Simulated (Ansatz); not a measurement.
# C2H9InO: how energies converge with the basis set

An exercise on one series of results from a longer session: the logs are not shown, and one member is left open.

Computed with Ansatz 0.2.0, Gaussian basis. Level: one geometry, several basis sets.

Levels to be run: PBE0-D4/def2-SVP; ωB97M-V/def2-SVP; PBE0-D4/def2-QZVPP; ωB97M-V/def2-QZVPP; the functionals' def2-TZVPP values are taken from earlier runs.

### The geometry

All runs share one geometry, relaxed beforehand with PBE0-D4 in a triple-zeta def2 set. In takes the def2 core potential; no spin-orbit term is included.

SMILES `[CH3][InH-]([CH3])[OH2+]`, 13 atoms, charge 0, spin multiplicity 1.

Atoms are counted from 1 here; the program's logs count them from 0.

Bond lengths: C1–In2 2.171 Å, C1–H5 1.093 Å, C1–H6 1.093 Å, C1–H7 1.093 Å, In2–C3 2.171 Å, In2–O4 2.469 Å, In2–H8 1.734 Å, C3–H9 1.093 Å, C3–H10 1.093 Å, C3–H11 1.093 Å, O4–H12 0.962 Å, O4–H13 0.962 Å. Angles: In2–C1–H5 110.2°, In2–C1–H6 111.5°, In2–C1–H7 111.3°, H5–C1–H6 107.5°, H5–C1–H7 107.2°, H6–C1–H7 108.9°, C1–In2–C3 118.5°, C1–In2–O4 91.5°, C1–In2–H8 120.0°, C3–In2–O4 91.4°, C3–In2–H8 120.0°, O4–In2–H8 99.1°, In2–C3–H9 110.2°, In2–C3–H10 111.5°, In2–C3–H11 111.3°, H9–C3–H10 107.5°, H9–C3–H11 107.2°, H10–C3–H11 109.0° and more.

As a file:

```xyz
13
charge 0, multiplicity 1
C    -1.1208    1.5811   -0.4900
In   -0.2979   -0.4114   -0.7490
C     1.8280   -0.7054   -0.4192
O    -0.8050   -0.9944    1.5959
H    -1.0778    2.1333   -1.4321
H    -0.5584    2.1531    0.2520
H    -2.1697    1.5409   -0.1864
H    -1.2300   -1.6386   -1.5441
H     2.3808   -0.5412   -1.3477
H     2.2181   -0.0051    0.3235
H     2.0418   -1.7258   -0.0917
H     0.0129   -1.1837    2.0658
H    -1.2018   -0.2376    2.0380
```

Set-up of the first run:

in.yaml reads:

```yaml
crystal:
  periodic: [false, false, false]
  atoms:
    - {symbol: C, position_ang: [-1.120780, 1.581063, -0.489970]}
    - {symbol: In, position_ang: [-0.297864, -0.411449, -0.749017]}
    - {symbol: C, position_ang: [1.828001, -0.705436, -0.419212]}
    - {symbol: O, position_ang: [-0.805032, -0.994411, 1.595948]}
    - {symbol: H, position_ang: [-1.077813, 2.133298, -1.432075]}
    - {symbol: H, position_ang: [-0.558434, 2.153117, 0.251950]}
    - {symbol: H, position_ang: [-2.169723, 1.540949, -0.186410]}
    - {symbol: H, position_ang: [-1.229971, -1.638592, -1.544103]}
    - {symbol: H, position_ang: [2.380845, -0.541156, -1.347677]}
    - {symbol: H, position_ang: [2.218117, -0.005117, 0.323450]}
    - {symbol: H, position_ang: [2.041817, -1.725839, -0.091682]}
    - {symbol: H, position_ang: [0.012913, -1.183716, 2.065753]}
    - {symbol: H, position_ang: [-1.201776, -0.237611, 2.038047]}
basis:
  gaussian: {orbitals: def2-SVP}
hamiltonian: {xc: pbe0, dispersion: d4}
output: {orbitals: {seedname: orbitals}}
```

On the command line:

```
$ ansatz run in.yaml --threads 4 --pin off --events-out ev --progress --plain --max-ram 10444MiB
```

Among the steps run: PBE0-D4 in def2-SVP; ωB97M-V in def2-SVP; PBE0-D4 in def2-QZVPP; ωB97M-V in def2-QZVPP.

One of the session's tables, all rows but one given; the rest of the session is left out.

It belongs to the step «Density functionals: the series». 

| functional | basis | HOMO (eV) |
| --- | --- | --- |
| PBE0-D4 | def2-SVP | -6.74 |
| PBE0-D4 | def2-TZVPP | -6.81 |
| PBE0-D4 | def2-QZVPP | -6.83 |
| ωB97M-V | def2-SVP | -8.93 |
| ωB97M-V | def2-TZVPP | -9.01 |
| ωB97M-V | def2-QZVPP | ? |

Estimate the missing values for ωB97M-V, def2-QZVPP.

**Answer.** HOMO (eV): -9.02. In the column «HOMO (eV)» it is the lowest.
